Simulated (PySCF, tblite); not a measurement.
# C6H6FN: vibronic structure

Wanted: vibronic structure for C6H6FN (`C=C1C=CC(N)=C1F`).

Computed with tblite 0.8.0 and PySCF 2.14.0 and routines of our own; the level stands in each step. Atoms count from 0.

## (1) The starting structure

14 atoms, charge 0, multiplicity 1; geometry from: force field or distance geometry start.

## (2) Relaxing the molecule with GFN2-xTB

What the job is given:

```
{"job": {"kind": "relax", "xc": "GFN2-xTB", "basis": "xTB"}, "charge": 0, "multiplicity": 1}
C     -2.386700    -0.430800     0.212900
C     -1.124900    -0.078000     0.120300
C     -0.644800     1.277600     0.425400
C      0.658200     1.234100     0.220500
C      1.063900    -0.119800    -0.169400
N      2.406500    -0.525400    -0.468900
C      0.008900    -0.919300    -0.246300
F      0.011100    -2.230000    -0.579900
H     -2.760300    -1.423300     0.006600
H     -3.136700     0.316100     0.512800
H     -1.255200     2.138300     0.725800
H      1.315100     2.093800     0.367700
H      2.730600    -1.505100    -0.349200
H      3.113700     0.171300    -0.800400
```

The run is started by

```
$ OMP_NUM_THREADS=1 python excited_run.py task.json out
```

This one command runs all jobs of the session in turn.

Standard output:

```text
step      E/eV     max force
  0    -638.74124    4.276
  1    -638.98504    1.960
  2    -639.07332    0.690
  3    -639.11209    0.521
  4    -639.14857    0.496
  5    -639.16370    0.359
  6    -639.17377    0.305
  7    -639.18471    0.363
  8    -639.19756    0.434
  9    -639.20935    0.396
 10    -639.22121    0.282
 11    -639.23107    0.248
 12    -639.24222    0.351
 13    -639.25165    0.278
 14    -639.25792    0.309
 15    -639.26054    0.350
 16    -639.26371    0.140
 17    -639.26570    0.120
 18    -639.26877    0.109
 19    -639.27082    0.149
 20    -639.27277    0.101
 21    -639.27431    0.099
 22    -639.27596    0.093
 23    -639.27705    0.084
 24    -639.27812    0.098
 25    -639.27927    0.123
 26    -639.28022    0.093
 27    -639.28065    0.040
 28    -639.28080    0.032
 29    -639.28089    0.033
 30    -639.28099    0.033
 31    -639.28112    0.042
 32    -639.28125    0.052
 33    -639.28136    0.039
 34    -639.28142    0.019
 35    -639.28145    0.016
 36    -639.28147    0.015
 37    -639.28149    0.016
 38    -639.28152    0.015
 39    -639.28153    0.012
 40    -639.28154    0.011
 41    -639.28155    0.010
 42    -639.28156    0.009
```

It took 0.36 s on 1 thread of Arm Neoverse N1, shared host; peak memory 0.18 GiB.

The steps of the relaxation: (not every step is listed)

| step | energy from step 0 (eV) | largest force (eV/Å) |
| --- | --- | --- |
| 0 | 0.0000 | 4.2762 |
| 1 | -0.2438 | 1.9597 |
| 2 | -0.3321 | 0.6899 |
| 3 | -0.3709 | 0.5209 |
| 4 | -0.4073 | 0.4957 |
| 5 | -0.4225 | 0.3593 |
| 6 | -0.4325 | 0.3050 |
| 7 | -0.4435 | 0.3631 |
| 8 | -0.4563 | 0.4344 |
| 10 | -0.4800 | 0.2821 |
| 12 | -0.5010 | 0.3514 |
| 14 | -0.5167 | 0.3091 |
| 16 | -0.5225 | 0.1400 |
| 18 | -0.5275 | 0.1085 |
| 20 | -0.5315 | 0.1010 |
| 22 | -0.5347 | 0.0933 |
| 24 | -0.5369 | 0.0983 |
| 26 | -0.5390 | 0.0929 |
| 28 | -0.5396 | 0.0320 |
| 30 | -0.5398 | 0.0334 |
| 32 | -0.5400 | 0.0519 |
| 34 | -0.5402 | 0.0188 |
| 36 | -0.5402 | 0.0150 |
| 37 | -0.5403 | 0.0156 |
| 38 | -0.5403 | 0.0152 |
| 39 | -0.5403 | 0.0120 |
| 40 | -0.5403 | 0.0114 |
| 41 | -0.5403 | 0.0100 |
| 42 | -0.5403 | 0.0090 |

Close pairs (by a distance rule), those that changed most:

```csv
bond,before (Å),after (Å),change (Å)
C4–N5,1.434,1.372,-0.062
N5–H13,1.047,1.007,-0.040
N5–H12,1.039,1.008,-0.031
C4–C6,1.326,1.355,+0.029
C0–H9,1.100,1.076,-0.024
C2–H10,1.097,1.073,-0.024
C0–C1,1.313,1.336,+0.023
C2–C3,1.320,1.341,+0.022
```

The next job starts from the end point, and lists it.

## (3) Infrared spectrum with GFN2-xTB

What the job is given:

```
{"job": {"kind": "ir", "xc": "GFN2-xTB", "basis": "xTB"}, "charge": 0, "multiplicity": 1}
C     -2.429040    -0.451922     0.215108
C     -1.150303    -0.069145     0.149013
C     -0.606866     1.273547     0.381184
C      0.723323     1.234079     0.212857
C      1.133666    -0.126414    -0.142203
N      2.439609    -0.513064    -0.307689
C      0.007440    -0.879007    -0.171246
F     -0.063124    -2.202734    -0.466199
H     -2.716088    -1.472457     0.026434
H     -3.212038     0.245025     0.458659
H     -1.210228     2.121486     0.643762
H      1.419813     2.046831     0.315768
H      2.575882    -1.410340    -0.745836
H      3.087277     0.203642    -0.591779
```

Standard output:

```text
mode    cm-1     km/mol
  1     126.2      5.80
  2     230.3      2.39
  3     256.2      9.99
  4     276.7      1.33
  5     287.7      2.05
  6     355.1     35.02
  7     473.7      1.87
  8     508.3     86.81
  9     537.8     41.25
 10     575.4    294.84
 11     631.8     11.39
 12     679.3      3.93
 13     693.2      5.39
 14     739.7     18.10
 15     806.4     22.24
 16     850.5      4.65
 17     886.1     22.01
 18     936.0      1.22
 19     967.5      4.38
 20    1072.3     15.94
 21    1096.8     10.91
 22    1167.3     56.90
 23    1230.6     16.22
 24    1304.4     39.12
 25    1365.4    155.26
 26    1398.1      7.52
 27    1481.5     63.98
 28    1580.9     20.29
 29    1660.8     51.82
 30    1697.2    172.65
 31    3107.2      1.87
 32    3128.0     23.52
 33    3139.3     15.28
 34    3152.8     32.96
 35    3454.2     11.72
 36    3510.0      2.72
```

Run time: 0.6 s. Hardware: 1 thread of Arm Neoverse N1, shared host; peak memory 0.18 GiB.

The strongest bands and the atoms that carry them (share of the mass-weighted mode):

```csv
cm⁻¹,km/mol,atoms
508,86.8,"C4 34 %, C6 14 %"
538,41.2,"F7 20 %, N5 17 %, C0 14 %, C4 12 %"
575,294.8,"H12 39 %, H13 17 %, N5 16 %"
1167,56.9,"C6 25 %, H10 12 %, C1 11 %"
1365,155.3,"C4 51 %, C3 11 %, H12 10 %"
1482,64.0,"H13 43 %, H12 39 %, N5 12 %"
1661,51.8,"C1 48 %, C0 29 %"
1697,172.7,"C4 45 %, C6 26 %, C1 11 %"
```

## (4) Vibronic structure: TDDFT PBE0/def2-SVP

The job, as its differences from that of step 3:

```diff
@@ -1,2 +1,2 @@
-{"job": {"kind": "ir", "xc": "GFN2-xTB", "basis": "xTB"}, "charge": 0, "multiplicity": 1}
+{"job": {"kind": "vib", "xc": "PBE0", "basis": "def2-SVP", "tda": false}, "charge": 0, "multiplicity": 1}
 C     -2.429040    -0.451922     0.215108
```

Level: TDDFT PBE0/def2-SVP vertical-gradient vibronic structure (displaced harmonic oscillators, Condon), gas phase.

Standard output:

```text
final grid: 56336 points
cycle   1  E = -386.0171226950  dE =  1.386e+00  |g| = 4.942e-01  |ddm| = 4.517e+00
cycle   2  E = -386.0081948076  dE =  8.928e-03  |g| = 5.740e-01  |ddm| = 1.278e+00
cycle   3  E = -386.0665676394  dE = -5.837e-02  |g| = 9.538e-02  |ddm| = 7.183e-01
cycle   4  E = -386.0682957784  dE = -1.728e-03  |g| = 3.623e-02  |ddm| = 1.416e-01
cycle   5  E = -386.0685588540  dE = -2.631e-04  |g| = 1.802e-02  |ddm| = 5.566e-02
cycle   6  E = -386.0686495752  dE = -9.072e-05  |g| = 4.178e-03  |ddm| = 2.428e-02
cycle   7  E = -386.0686535713  dE = -3.996e-06  |g| = 1.789e-03  |ddm| = 6.259e-03
cycle   8  E = -386.0686543515  dE = -7.802e-07  |g| = 1.770e-04  |ddm| = 2.061e-03
cycle   9  E = -386.0686543577  dE = -6.164e-09  |g| = 9.475e-05  |ddm| = 3.333e-04
cycle  10  E = -386.0686543598  dE = -2.185e-09  |g| = 2.364e-05  |ddm| = 1.195e-04
cycle  11  E = -386.0686543600  dE = -1.089e-10  |g| = 1.227e-05  |ddm| = 3.940e-05
converged SCF energy = -386.0686543600

Singlet excitations (eV, f): 2.793 (0.0280)  5.123 (0.3283)  5.763 (0.0276)  6.286 (0.0034)  6.610 (0.0387)  6.784 (0.0850)

State S1  2.7932 eV  f = 0.02800  H->L 0.96
  relaxed dipole 4.411 D, largest gradient of the excitation energy 0.0826 Eh/bohr
  mode    cm-1        S   lambda/meV  Raman
   28   1580.9    0.9542     187.0   1.000
   29   1660.8    0.4297      88.5   0.497
   25   1365.4    0.3942      66.7   0.308
   10    575.4    0.8332      59.4   0.116
   22   1167.3    0.4019      58.2   0.230
    3    256.2    1.7634      56.0   0.049
    9    537.8    0.8249      55.0   0.100
   13    693.2    0.5500      47.3   0.111
    6    355.1    0.7405      32.6   0.039
   19    967.5    0.1852      22.2   0.073
   30   1697.2    0.0985      20.7   0.119
   21   1096.8    0.1299      17.7   0.066
  reorganisation energy 0.7803 eV, total S 8.223, 0-0 2.0129 eV
  absorption maximum 2.753 eV, width 0.794 eV

State S2  5.1226 eV  f = 0.32834  H-1->L 0.84
  relaxed dipole 3.008 D, largest gradient of the excitation energy 0.0837 Eh/bohr
  mode    cm-1        S   lambda/meV  Raman
   28   1580.9    0.8276     162.2   1.000
   29   1660.8    0.2434      50.1   0.325
   30   1697.2    0.1257      26.4   0.175
   25   1365.4    0.1120      19.0   0.101
   14    739.7    0.1121      10.3   0.030
    9    537.8    0.1031       6.9   0.014
   22   1167.3    0.0462       6.7   0.030
   20   1072.3    0.0396       5.3   0.022
   10    575.4    0.0614       4.4   0.010
   21   1096.8    0.0301       4.1   0.018
   13    693.2    0.0447       3.8   0.010
   23   1230.6    0.0180       2.8   0.013
  reorganisation energy 0.3179 eV, total S 2.024, 0-0 4.8047 eV
  absorption maximum 5.005 eV, width 0.432 eV

State S6  6.7840 eV  f = 0.08504  H-2->L 0.83, H-3->L 0.08
  relaxed dipole 3.152 D, largest gradient of the excitation energy 0.0741 Eh/bohr
  mode    cm-1        S   lambda/meV  Raman
   25   1365.4    0.5868      99.3   1.000
   30   1697.2    0.3753      79.0   0.988
   14    739.7    0.6478      59.4   0.324
   29   1660.8    0.1923      39.6   0.485
   28   1580.9    0.1617      31.7   0.369
    3    256.2    0.8029      25.5   0.048
    9    537.8    0.2705      18.0   0.072
   20   1072.3    0.1071      14.2   0.113
    8    508.3    0.1553       9.8   0.037
   27   1481.5    0.0409       7.5   0.082
   12    679.3    0.0868       7.3   0.037
   15    806.4    0.0531       5.3   0.032
  reorganisation energy 0.4143 eV, total S 3.694, 0-0 6.3697 eV
  absorption maximum 6.746 eV, width 0.604 eV

State T1  1.7685 eV  f = 0.00000  H->L 0.97
  relaxed dipole 3.893 D, largest gradient of the excitation energy 0.0952 Eh/bohr
  mode    cm-1        S   lambda/meV  Raman
   28   1580.9    0.7003     137.3   1.000
   29   1660.8    0.4546      93.6   0.717
   25   1365.4    0.4400      74.5   0.469
   13    693.2    0.7872      67.7   0.216
   10    575.4    0.7340      52.4   0.139
   30   1697.2    0.2273      47.8   0.374
    3    256.2    1.4153      45.0   0.053
    6    355.1    0.9052      39.9   0.065
   22   1167.3    0.1696      24.5   0.132
   21   1096.8    0.1550      21.1   0.107
    9    537.8    0.2907      19.4   0.048
    2    230.3    0.5952      17.0   0.018
  reorganisation energy 0.7178 eV, total S 7.606, 0-0 1.0507 eV
  absorption maximum 1.747 eV, width 0.774 eV
```

Run time: 60 s. Hardware: 1 thread of Arm Neoverse N1, shared host; peak memory 0.74 GiB.

Orbitals, density, ELF and potential are computed afterwards from the orbital file.

Frontier orbitals at PBE0/def2-SVP, with the share of their density that lies nearest to each atom:

| orbital | energy (eV) | lies on |
| --- | --- | --- |
| HOMO | -5.31 | C6 32 %; N5 16 %; C4 15 % |
| LUMO | -1.56 | C0 25 %; C2, C3 about 14 % each; C1, C4 about 10 % each |

ELF in a plane through or near 14 of the atoms.

Values, 10 rows by 14 columns:
```
0.00 0.00 0.00 0.00 0.00 0.00 0.00 0.00 0.00 0.00 0.00 0.00 0.00 0.00
0.00 0.00 0.00 0.00 0.00 0.02 0.00 0.00 0.02 0.01 0.00 0.00 0.00 0.00
0.00 0.00 0.00 0.00 0.79 0.99 0.34 0.04 0.97 0.98 0.03 0.00 0.00 0.00
0.00 0.00 0.00 0.00 0.41 0.98 0.44 0.71 0.88 0.86 0.00 0.03 0.00 0.00
0.00 0.00 0.59 0.94 0.10 0.73 0.60 0.49 0.93 0.18 0.83 0.99 0.36 0.00
0.00 0.00 0.32 0.87 0.42 0.29 0.80 0.53 0.35 0.82 0.47 0.91 0.18 0.00
0.00 0.00 0.02 0.88 0.95 0.06 0.37 0.36 0.15 0.56 1.00 0.53 0.00 0.00
0.00 0.00 0.00 0.68 0.71 0.05 0.87 0.32 0.54 0.12 0.98 0.53 0.00 0.00
0.00 0.00 0.00 0.00 0.00 0.00 0.23 0.29 0.08 0.00 0.00 0.00 0.00 0.00
0.00 0.00 0.00 0.00 0.00 0.00 0.00 0.00 0.00 0.00 0.00 0.00 0.00 0.00
```
The map spans 11.7 Å across and 9.7 Å up, centred on the molecule. Atoms in the plane (x, y in Å): C0 (2.4, -0.5), C1 (1.2, -0.1), C2 (0.7, 1.3), C3 (-0.7, 1.3), C4 (-1.1, -0.1), N5 (-2.5, -0.5), C6 (0.0, -0.9), F7 (0.0, -2.3), H8 (2.7, -1.5), H9 (3.2, 0.2), H10 (1.3, 2.2), H11 (-1.4, 2.1), H12 (-2.7, -1.4), H13 (-3.1, 0.2).

On the surface of density 0.002 e/bohr³ the electrostatic potential runs, from the 1st to the 99th percentile, from -1.02 V near N5 to 1.86 V near H13.

## (5) Vibronic structure: TDA HSE06/def2-SVP

The job, as its differences from that of step 4:

```diff
@@ -1,2 +1,2 @@
-{"job": {"kind": "vib", "xc": "PBE0", "basis": "def2-SVP", "tda": false}, "charge": 0, "multiplicity": 1}
+{"job": {"kind": "vib", "xc": "HSE06", "basis": "def2-SVP", "tda": true, "temperature": 600}, "charge": 0, "multiplicity": 1}
 C     -2.429040    -0.451922     0.215108
```

Level: TDA HSE06/def2-SVP vertical-gradient vibronic structure (displaced harmonic oscillators, Condon), gas phase.

Standard output:

```text
final grid: 56336 points
cycle   1  E = -386.0461560712  dE =  1.334e+00  |g| = 5.079e-01  |ddm| = 4.547e+00
cycle   2  E = -386.0294686126  dE =  1.669e-02  |g| = 6.138e-01  |ddm| = 1.370e+00
cycle   3  E = -386.0985049120  dE = -6.904e-02  |g| = 1.099e-01  |ddm| = 7.956e-01
cycle   4  E = -386.1008685343  dE = -2.364e-03  |g| = 4.328e-02  |ddm| = 1.658e-01
cycle   5  E = -386.1012256323  dE = -3.571e-04  |g| = 2.354e-02  |ddm| = 6.879e-02
cycle   6  E = -386.1013858643  dE = -1.602e-04  |g| = 6.012e-03  |ddm| = 3.316e-02
cycle   7  E = -386.1013944618  dE = -8.597e-06  |g| = 2.540e-03  |ddm| = 9.604e-03
cycle   8  E = -386.1013960058  dE = -1.544e-06  |g| = 2.370e-04  |ddm| = 3.197e-03
cycle   9  E = -386.1013960178  dE = -1.192e-08  |g| = 9.423e-05  |ddm| = 4.089e-04
cycle  10  E = -386.1013960199  dE = -2.094e-09  |g| = 1.823e-05  |ddm| = 1.330e-04
cycle  11  E = -386.1013960199  dE = -5.241e-11  |g| = 1.207e-05  |ddm| = 3.617e-05
converged SCF energy = -386.1013960199

Singlet excitations (eV, f): 2.958 (0.0398)  5.383 (0.3265)  5.738 (0.0608)  6.286 (0.0040)  6.577 (0.0256)  6.955 (0.0970)

State S1  2.9581 eV  f = 0.03978  H->L 0.93
  relaxed dipole 4.368 D, largest gradient of the excitation energy 0.0785 Eh/bohr
  mode    cm-1        S   lambda/meV  Raman
   28   1580.9    0.9129     178.9   1.000
   29   1660.8    0.4132      85.1   0.500
    9    537.8    0.9175      61.2   0.116
   22   1167.3    0.4225      61.1   0.252
   25   1365.4    0.3355      56.8   0.274
   10    575.4    0.7532      53.7   0.109
    3    256.2    1.6489      52.4   0.047
   13    693.2    0.4470      38.4   0.094
    6    355.1    0.6162      27.1   0.034
   24   1304.4    0.1402      22.7   0.105
   19    967.5    0.1788      21.4   0.073
   18    936.0    0.1663      19.3   0.064
  reorganisation energy 0.7435 eV, total S 7.722, 0-0 2.2147 eV
  absorption maximum 2.929 eV, width 0.826 eV

State S2  5.3830 eV  f = 0.32652  H-1->L 0.66, H->L+3 0.08
  relaxed dipole 2.824 D, largest gradient of the excitation energy 0.0838 Eh/bohr
  mode    cm-1        S   lambda/meV  Raman
   28   1580.9    0.7597     148.9   1.000
   25   1365.4    0.1164      19.7   0.114
   29   1660.8    0.0806      16.6   0.117
   14    739.7    0.1204      11.0   0.035
   30   1697.2    0.0436       9.2   0.066
   13    693.2    0.0841       7.2   0.021
   20   1072.3    0.0533       7.1   0.032
    6    355.1    0.1305       5.7   0.009
    9    537.8    0.0732       4.9   0.011
   10    575.4    0.0670       4.8   0.012
   23   1230.6    0.0301       4.6   0.024
   24   1304.4    0.0251       4.1   0.022
  reorganisation energy 0.2690 eV, total S 2.005, 0-0 5.1140 eV
  absorption maximum 5.314 eV, width 0.460 eV

State S6  6.9553 eV  f = 0.09696  H-2->L 0.78
  relaxed dipole 3.201 D, largest gradient of the excitation energy 0.0668 Eh/bohr
  mode    cm-1        S   lambda/meV  Raman
   25   1365.4    0.5003      84.7   0.950
   30   1697.2    0.3410      71.8   1.000
   14    739.7    0.6503      59.6   0.362
   29   1660.8    0.1355      27.9   0.381
    3    256.2    0.7820      24.8   0.052
   28   1580.9    0.1171      23.0   0.298
   20   1072.3    0.1169      15.5   0.137
    8    508.3    0.1878      11.8   0.049
    9    537.8    0.1772      11.8   0.052
   27   1481.5    0.0374       6.9   0.084
   18    936.0    0.0590       6.8   0.053
   12    679.3    0.0528       4.4   0.025
  reorganisation energy 0.3630 eV, total S 3.329, 0-0 6.5923 eV
  absorption maximum 6.884 eV, width 0.584 eV

State T1  1.7591 eV  f = 0.00000  H->L 0.97
  relaxed dipole 3.889 D, largest gradient of the excitation energy 0.0946 Eh/bohr
  mode    cm-1        S   lambda/meV  Raman
   28   1580.9    0.6945     136.1   1.000
   29   1660.8    0.4453      91.7   0.708
   25   1365.4    0.4390      74.3   0.472
   13    693.2    0.7705      66.2   0.213
   10    575.4    0.7188      51.3   0.137
   30   1697.2    0.2213      46.6   0.367
    3    256.2    1.4045      44.6   0.053
    6    355.1    0.8969      39.5   0.065
   22   1167.3    0.1702      24.6   0.134
   21   1096.8    0.1507      20.5   0.104
    9    537.8    0.2955      19.7   0.049
    2    230.3    0.5841      16.7   0.018
  reorganisation energy 0.7078 eV, total S 7.510, 0-0 1.0513 eV
  absorption maximum 1.753 eV, width 0.814 eV
```

It took 58 s on 1 thread of Arm Neoverse N1, shared host; peak memory 0.92 GiB.

## (6) Outcome

```
                                                                                     quantity                     value
                                                    strongest single infrared mode (GFN2-xTB)      575 cm⁻¹, 295 km/mol
                                                                 zero-point energy (GFN2-xTB)             64.9 kcal/mol
S1: vertical, reorganisation, 0-0, total S (step 4, TDDFT PBE0/def2-SVP, modes from GFN2-xTB)  2.79, 0.78, 2.01 eV; 8.2
S2: vertical, reorganisation, 0-0, total S (step 4, TDDFT PBE0/def2-SVP, modes from GFN2-xTB)  5.12, 0.32, 4.80 eV; 2.0
S6: vertical, reorganisation, 0-0, total S (step 4, TDDFT PBE0/def2-SVP, modes from GFN2-xTB)  6.78, 0.41, 6.37 eV; 3.7
                                                        surface potential, 1st and 99th percentile        -1.02 V and 1.86 V
 S1: vertical, reorganisation, 0-0, total S (step 5, TDA HSE06/def2-SVP, modes from GFN2-xTB)  2.96, 0.74, 2.21 eV; 7.7
 S2: vertical, reorganisation, 0-0, total S (step 5, TDA HSE06/def2-SVP, modes from GFN2-xTB)  5.38, 0.27, 5.11 eV; 2.0
 S6: vertical, reorganisation, 0-0, total S (step 5, TDA HSE06/def2-SVP, modes from GFN2-xTB)  6.96, 0.36, 6.59 eV; 3.3
```

**Reading.** No mode is imaginary among the 36: a minimum at this level. The strongest single mode, at 575 cm⁻¹, has its largest shares on H12, H13 and N5 (the list is cut at 3 atoms). Unscaled tight-binding wavenumbers are off by several per cent, some by more. Its intensities can rank the bands wrongly. The vibronic model keeps the ground-state modes (from xTB) and shifts them along the gradient alone, so it can miss much of the relaxation that a full optimisation finds. By nearest atom (PBE0/def2-SVP), the HOMO sits on C6 32 %; N5 16 % and the LUMO on C0 25 %; C2, C3 about 14 % each.
